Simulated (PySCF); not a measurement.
# C6H6O (SMILES O=C1C=CCC=C1): levels of theory compared

We compute a comparison of 4 runs (HF/STO-3G, HF/3-21G, B3LYP/6-31G*, SCS-MP2/6-31G*) of C6H6O. The job is set up through a Python script.

The results are computed with PySCF 2.14.0.

1 further run of the same task is left out (set aside as unsound or not needed).

## Step 1: Starting point

C6H6O: 13 atoms, total charge 0, spin state singlet. As SMILES, `O=C1C=CCC=C1`. The C6–H12 distance was set to 1.624 Å, away from the relaxed value. At this shape a bond of the SMILES string is far longer than usual.

Bond lengths: O1–C2 1.218 Å, C2–C3 1.470 Å, C3–C4 1.332 Å, C4–C5 1.486 Å, C5–C6 1.486 Å, C2–C7 1.470 Å, C6–C7 1.332 Å, C3–H8 1.081 Å, C4–H9 1.082 Å, C5–H10 1.097 Å, C5–H11 1.097 Å, C7–H13 1.081 Å. Some angles: O1–C2–C3 122.4°, O1–C2–C7 122.4°, C3–C2–C7 115.1°, C2–C3–C4 122.6°, C3–C4–C5 123.1°, C4–C5–C6 113.5°, C5–C6–C7 123.1°, C2–C7–C6 122.6°, C2–C3–H8 115.8°, C4–C3–H8 121.6°. A long bond or contact: C6–H12 1.624 Å.

## Step 2: A single-point energy at HF/STO-3G (run 1)

Contents of run.py:

```python
from pyscf import gto

system = gto.Mole()
system.atom = '''
O    0.848190  -2.134898   2.092033
C    0.362820  -1.397108   1.253233
C   -0.950630  -1.651208   0.644673
C   -1.484020  -0.844998  -0.271127
C   -0.806810   0.381032  -0.767107
C    0.521100   0.618292  -0.144127
C    1.049690  -0.190068   0.772463
H   -1.462460  -2.540588   0.983553
H   -2.454090  -1.060378  -0.700217
H   -0.692770   0.320432  -1.856857
H   -1.453160   1.250262  -0.591147
H    1.317770   1.943140  -0.640610
H    2.017550   0.006422   1.211273
'''
system.verbose = 4
system.spin = 0
system.max_memory = 1860
system.basis = 'sto-3g'
system.build()

mf = system.RHF()
mf.conv_tol = 1e-10
mf.kernel()
if not mf.converged:
    mf = mf.newton().run(mf.mo_coeff, mf.mo_occ)

etot = mf.e_tot
print('Final energy', etot)
```

Launch:

```sh
OMP_NUM_THREADS=1 python run.py
```

Log:

```text
PySCF version 2.14.0

[... 71 lines left out ...]
converged SCF energy = -301.574904264313
Final energy -301.57490426431326
```

Wall time 1.9 s (1 thread of Intel Xeon at 2.70GHz, shared host); peak memory 0.12 GiB.

## Step 3: A single-point energy at HF/3-21G (run 2)

Contents of input.py:

```python
from pyscf import gto, scf

mol = gto.M(
    atom=[
    ('O', (0.848190, -2.134898, 2.092033)),
    ('C', (0.362820, -1.397108, 1.253233)),
    ('C', (-0.950630, -1.651208, 0.644673)),
    ('C', (-1.484020, -0.844998, -0.271127)),
    ('C', (-0.806810, 0.381032, -0.767107)),
    ('C', (0.521100, 0.618292, -0.144127)),
    ('C', (1.049690, -0.190068, 0.772463)),
    ('H', (-1.462460, -2.540588, 0.983553)),
    ('H', (-2.454090, -1.060378, -0.700217)),
    ('H', (-0.692770, 0.320432, -1.856857)),
    ('H', (-1.453160, 1.250262, -0.591147)),
    ('H', (1.317770, 1.943140, -0.640610)),
    ('H', (2.017550, 0.006422, 1.211273)),
],
    basis='3-21g',
    spin=0,
    verbose=3,
    max_memory=1860,
    charge=0,
)

hf = scf.RHF(mol)
hf.conv_tol = 1e-10
hf.kernel()
if not hf.converged:
    hf = hf.newton().run(hf.mo_coeff, hf.mo_occ)

etot = hf.e_tot
print(f'total energy: {etot:.8f} hartree')
```

Launch:

```sh
OMP_NUM_THREADS=1 python input.py
```

Log:

```text
converged SCF energy = -303.740689837743
total energy: -303.74068984 hartree
```

Wall time 1.7 s (1 thread of Intel Xeon at 2.70GHz, shared host); peak memory 0.13 GiB.

## Step 4: A single-point energy at B3LYP/6-31G(d) (spherical functions) (run 3)

Contents of mol.xyz:

```xyz
13

O      0.848190    -2.134898     2.092033
C      0.362820    -1.397108     1.253233
C     -0.950630    -1.651208     0.644673
C     -1.484020    -0.844998    -0.271127
C     -0.806810     0.381032    -0.767107
C      0.521100     0.618292    -0.144127
C      1.049690    -0.190068     0.772463
H     -1.462460    -2.540588     0.983553
H     -2.454090    -1.060378    -0.700217
H     -0.692770     0.320432    -1.856857
H     -1.453160     1.250262    -0.591147
H      1.317770     1.943140    -0.640610
H      2.017550     0.006422     1.211273
```

Contents of job.py:

```python
from pyscf import gto, dft

system = gto.M(
    atom='mol.xyz',
    verbose=4,
    basis='6-31g*',
    spin=0,
    charge=0,
    max_memory=1860,
)

ks = dft.RKS(system, xc='b3lyp')
ks.conv_tol = 1e-10
ks.grids.level = 5
ks.kernel()
if not ks.converged:
    ks = ks.newton().run(ks.mo_coeff, ks.mo_occ)

energy = ks.e_tot
print(f'total energy: {energy:.8f} hartree')
```

Launch:

```sh
OMP_NUM_THREADS=1 python job.py
```

Log:

```text
PySCF version 2.14.0

[... 89 lines left out ...]
converged SCF energy = -307.361759982981
total energy: -307.36175998 hartree
```

Run time: 53 s. Hardware: 1 thread of Intel Xeon at 2.70GHz, shared host; peak memory 0.6 GiB.

## Step 5: The energy at SCS-MP2/6-31G(d) (spherical functions) (run 4)

Contents of run.py:

```python
from pyscf import gto, mp

molecule = gto.M(
    atom='''
O      1.602847    -4.034373     3.953369
C      0.685630    -2.640151     2.368267
C     -1.796430    -3.120331     1.218255
C     -2.804391    -1.596815    -0.512356
C     -1.524650     0.720046    -1.449622
C      0.984736     1.168403    -0.272361
C      1.983627    -0.359176     1.459744
H     -2.763649    -4.801016     1.858646
H     -4.637558    -2.003824    -1.323218
H     -1.309146     0.605529    -3.508951
H     -2.746074     2.362653    -1.117106
H      2.490224     3.672002    -1.210577
H      3.812617     0.012136     2.288974
''',
    max_memory=1860,
    unit='bohr',
    spin=0,
    basis='6-31g*',
    verbose=3,
    charge=0,
)

calc0 = molecule.RHF()
calc0.conv_tol = 1e-10
calc0.kernel()
if not calc0.converged:
    calc0 = calc0.newton().run(calc0.mo_coeff, calc0.mo_occ)

pt = mp.MP2(calc0, frozen=7).run()
etot = calc0.e_tot + 1.2 * pt.e_corr_os + pt.e_corr_ss / 3
print('E(%s) = %.9f' % ('SCS-MP2', etot))
```

Launch:

```sh
OMP_NUM_THREADS=1 python run.py
```

Log:

```text
converged SCF energy = -305.450506696903
E(RMP2) = -306.376315858781  E_corr = -0.925809161878316
E(SCS-RMP2) = -306.353114121653  E_corr = -0.902607424750641
E(SCS-MP2) = -306.353114122
```

Wall time 5.4 s (1 thread of Intel Xeon at 2.70GHz, shared host); peak memory 0.35 GiB.

## Step 6: Overview of the runs

```tsv
run	level	integration grid	frozen core orbitals	energy (Eh)	dipole moment (D) of the reference	HOMO energy (eV)	LUMO energy (eV)	wall time
1	HF/STO-3G	–	–	-301.574904	2.90	-7.77	5.65	1.9 s
2	HF/3-21G	–	–	-303.740690	4.56	-10.09	2.33	1.7 s
3	B3LYP/6-31G* (spherical functions)	5	–	-307.361760	4.10	-6.62	-1.64	53 s
4	SCS-MP2/6-31G* (spherical functions)	–	7	-306.353114	4.64	-10.25	2.32	5.4 s
```

## Step 7: What came out

| quantity | value |
| --- | --- |
| run 4: total energy | -306.35311 Eh |
| run 4: dipole moment (Hartree–Fock density) | 4.64 D |
| run 4: HOMO energy (Hartree–Fock orbitals) | -10.25 eV |
| run 4: LUMO energy (Hartree–Fock orbitals) | 2.32 eV |
| run 4: HOMO–LUMO gap (Hartree–Fock orbitals) | 12.57 eV |
| run 4: correlation energy (7 core orbitals frozen) | -902.6 mEh |

What this shows: Over runs 1, 2, 3 the dipole moment (its size) runs from 2.90 D (HF/STO-3G) to 4.56 D (HF/3-21G). Over runs 1, 2, 3 the HOMO–LUMO gap runs from 4.97 eV (B3LYP/6-31G*) to 13.43 eV (HF/STO-3G). The two ends differ in method and basis. In run 1 the basis is minimal, so the values are rough. All runs together took 62 s, the longest 53 s.
